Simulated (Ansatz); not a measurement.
# ZnSn3N2: a trial structure relaxed

The task: take a trial cell of ZnSn3N2 to zero force and stress.

Program: Ansatz 0.2.0. Level of theory: DFT PBE, scalar-relativistic, plane waves, PAW. These are calculated values, not measurements.

## 1. The structure to begin with

Symmetry: P6/mmm, No. 191, hexagonal system. The conventional cell has a = 5.775 Å, b = 5.775 Å, c = 4.528 Å, α = 90.00°, β = 90.00°, γ = 120.00°. Around Zn (site symmetry 6/mmm) lie 12 Sn at 3.67 Å and 12 N at 4.03 Å. Sn (site symmetry mmm) is surrounded by 2 N at 1.67 Å. Around N (site symmetry -6m2) lie 3 Sn at 1.67 Å.

Structure file:

```xyz
6
Lattice="5.7754 0.0000 0.0000 -2.8877 5.0017 0.0000 0.0000 0.0000 4.5283" Properties=species:S:1:pos:R:3 pbc="T T T"
Zn    0.0000    0.0000    2.2641
Sn    2.8877    0.0000    0.0000
Sn   -1.4439    2.5008    0.0000
Sn    1.4439    2.5008    0.0000
N     0.0000    3.3345    0.0000
N     2.8877    1.6672    0.0000
```

A structure generator made this guess: random cell by space group and Wyckoff sites (P6/mmm, No. 191). Lengths come from tabulated atomic sizes and are only a guess.

## 2. The guess as it stands, on a coarse mesh

Input file input.yaml:

```yaml
crystal:
  lattice:
    - [5.77543891, 0.0, 0.0]
    - [-2.88771946, 5.00167682, 0.0]
    - [0.0, 0.0, 4.52828876]
  atoms:
    - { symbol: Zn, position: [0.0, 0.0, 0.5] }
    - { symbol: Sn, position: [0.5, 0.0, 0.0] }
    - { symbol: Sn, position: [0.0, 0.5, 0.0] }
    - { symbol: Sn, position: [0.5, 0.5, 0.0] }
    - { symbol: "N", position: [0.33333333, 0.66666667, 0.0] }
    - { symbol: "N", position: [0.66666667, 0.33333333, 0.0] }
basis:
  ecutwfc: 420
kpoints:
  mp_grid: { grid: [3, 3, 4] }
hamiltonian:
  xc: pbe
scf:
  occupations: { method: gaussian, width: 0.1 }
  lower_state_search: "off"
output:
  forces: true
  stress: true
  eigenvalues: true
```

On the command line:

```console
> ansatz run input.yaml --threads 1 --pin off --max-ram 2560MiB --backend cpu --events-out ev --progress --plain --runs-dir out
```

Further runs follow: coarse relaxation; relaxation on the finer mesh.

What does the calculation give? Wanted: conventional cell; volume; energy over the elements; gap on the mesh.

As calculated:

| quantity | value |
| --- | --- |
| symmetry at the end (tolerance 0.05 Å) | space group P6/mmm (No. 191) |
| conventional cell | a = 7.290 Å, b = 7.290 Å, c = 3.130 Å, α = 90.00°, β = 90.00°, γ = 120.00° |
| volume | 24.01 Å³/atom |
| energy over the elements (uncorrected; H, N, O, F and Cl as molecules), grey Sn | +0.98 eV/atom |
| gap on the mesh | none (metal) |

The space group P6/mmm (No. 191) is kept, and the volume per atom grows by 10.1 % from the first guess. With a positive formation energy it can't be a ground state. No finished test with a distortion of lower symmetry is shown, so the end may be a saddle point.
